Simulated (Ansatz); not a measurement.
# r2SCAN/def2-SVP (core potential) run of InNH4 (SMILES [NH2][InH2])

Aim: the electronic atomisation energy of InNH4 at r2SCAN/def2-SVP (core potential), from 4 runs. 

The results are computed with Ansatz 0.2.0.

47 further runs of the same task are left out: 47 set aside as unsound or not needed.

**1. Starting point**

InNH4: 6 atoms, total charge 0, spin state singlet. As SMILES, `[NH2][InH2]`. The shape is that of a PBE0-D4/def2-TZVP optimisation.

Bond lengths: N1–In2 2.007 Å, N1–H3 1.006 Å, N1–H4 1.006 Å, In2–H5 1.712 Å, In2–H6 1.712 Å. Angles: N1–In2–H5 115.0°, N1–In2–H6 115.0°, In2–N1–H3 124.3°, In2–N1–H4 124.3°, H5–In2–H6 130.0°, H3–N1–H4 111.3°.

**2. A single-point energy at r2SCAN/def2-SVP (core potential)**

Contents of in.yaml:

```yaml
basis:
  gaussian:
    orbitals: def2-SVP
crystal:
  periodic: [false, false, false]
  atoms:
    - {symbol: "N", position_ang: [-0.092200, -1.060500, 0.036600]}
    - {symbol: In, position_ang: [0.095300, 0.935900, -0.048300]}
    - {symbol: H, position_ang: [-0.598000, -1.552900, 0.753400]}
    - {symbol: H, position_ang: [0.311900, -1.697300, -0.629300]}
    - {symbol: H, position_ang: [1.012500, 1.520500, -1.370700]}
    - {symbol: H, position_ang: [-0.687400, 1.790300, 1.212100]}
hamiltonian:
  xc: r2scan
output: {orbitals: {seedname: orbitals}}
accuracy: high
```

The run is started by

```bash
ansatz run in.yaml --threads 1 --pin off --max-ram 3480MiB --events-out events.jsonl --progress --plain --runs-dir runs
```

Log:

```text
Warning: RAYON_NUM_THREADS=1 ignored (pool sized by the plan → 1); use --threads N
Functional definition: r2SCAN
  name "r2SCAN"
  parameter k0 = 0.174
  parameter k1 = 0.065
  parameter a1 = 4.9479
  exchange = r2scan_x(k0 = k0, k1 = k1, a1 = a1)
  correlation = r2scan_c
1456 factors; integrals over basis functions are off by at most 3.0e-9 eV
mean field evaluation 1: about -6719.9026 eV, gradient 6.1e1 eV
mean field evaluation 2: about -6668.3166 eV, gradient 1.3e2 eV
mean field evaluation 4: about -6728.0164 eV, gradient 3.8e0 eV
mean field evaluation 8: about -6728.0736 eV, gradient 2.8e-2 eV
mean field evaluation 16: about -6728.0736 eV, gradient 1.8e-6 eV
mean field -6728.07364144 eV, -247.2521458707 hartree, gradient 2.0e-8 eV, S^2 0.000000; 0 other end points of the search recorded, 0 dependent functions left out
reference -6728.07364242 eV, -247.2521459068 hartree; 16, 16 occupied and 44, 44 virtual orbitals, 1456 factors
Total energy: -6728.07364242 eV, -247.2521459068 hartree
```

It took 11 s on 1 thread of Arm Neoverse N1, shared host; peak memory 0.2 GiB.

**3. The H atom at the same level**

Contents of in.yaml:

```yaml
crystal:
  periodic: [false, false, false]
  atoms:
    - {symbol: H, position_ang: [0.000000, 0.000000, 0.000000]}
basis:
  gaussian: {orbitals: def2-SVP}
magnetization: {spin_polarized: true, initial_magnetization: 1}
hamiltonian: {xc: r2scan}
accuracy: high
```

Run the same way, it converges to -0.49921 Eh (log not shown).

**4. The In atom**

Contents of input.yaml:

```yaml
basis:
  gaussian:
    orbitals: def2-SVP
crystal:
  periodic: [false, false, false]
  atoms:
    - {symbol: In, position_ang: [0.000000, 0.000000, 0.000000]}
hamiltonian:
  xc: {name: r2SCAN}
magnetization:
  spin_polarized: true
  initial_magnetization: 1
accuracy: high
```

The run is started by

```bash
ansatz run input.yaml --threads 1 --pin off --max-ram 3480MiB --events-out events.jsonl --progress --plain --runs-dir runs
```

Log (excerpt; [...] marks lines left out):

```text
Warning: RAYON_NUM_THREADS=1 ignored (pool sized by the plan → 1); use --threads N
[... 7 set-up lines as earlier in the session ...]
230 factors; integrals over basis functions are off by at most 1.2e-9 eV
mean field evaluation 1: about -5174.9261 eV, gradient 2.1e0 eV
mean field evaluation 2: about -5174.9688 eV, gradient 5.0e-1 eV
mean field evaluation 4: about -5174.9697 eV, gradient 2.0e-1 eV
mean field evaluation 8: about -5174.9700 eV, gradient 3.9e-4 eV
mean field evaluation 16: about -5174.8818 eV, gradient 2.5e0 eV
mean field evaluation 32: about -5174.9700 eV, gradient 1.2e-3 eV
mean field -5174.96997704 eV, -190.1766389357 hartree, gradient 4.1e-8 eV, S^2 0.754209; 3 other end points of the search recorded, 0 dependent functions left out
reference -5174.96998230 eV, -190.1766391290 hartree; 11, 10 occupied and 15, 16 virtual orbitals, 230 factors
Total energy: -5174.96998230 eV, -190.1766391290 hartree
```

It took 12 s on 1 thread of Arm Neoverse N1, shared host; peak memory 0.17 GiB.

**5. The N atom**

Contents of run.yaml:

```yaml
crystal:
  periodic: [false, false, false]
  atoms:
    - {symbol: N, position_ang: [0.000000, 0.000000, 0.000000]}
basis:
  gaussian: {orbitals: def2-SVP}
magnetization: {spin_polarized: true, initial_magnetization: 3}
hamiltonian: {xc: {name: r2SCAN}}
accuracy: high
```

Run the same way, it converges to -54.51540 Eh (log not shown).

**6. Summary of results**

At r2SCAN/def2-SVP (core potential):

| quantity | value |
| --- | --- |
| molecule: total energy | -247.25215 Eh |
| molecule: HOMO energy | -5.72 eV |
| molecule: LUMO energy | -1.36 eV |
| molecule: HOMO–LUMO gap | 4.36 eV |
| H atom: total energy | -0.49921 Eh |
| H atom: ⟨S²⟩ | 0.750 |
| In atom: total energy | -190.17664 Eh |
| In atom: ⟨S²⟩ | 0.754 |
| N atom: total energy | -54.51540 Eh |
| N atom: ⟨S²⟩ | 3.755 |
| electronic atomisation energy | 15.327 eV |

In words: Taking the molecule apart into free atoms costs 15.33 eV (353 kcal/mol), before zero-point energy and without spin-orbit coupling.
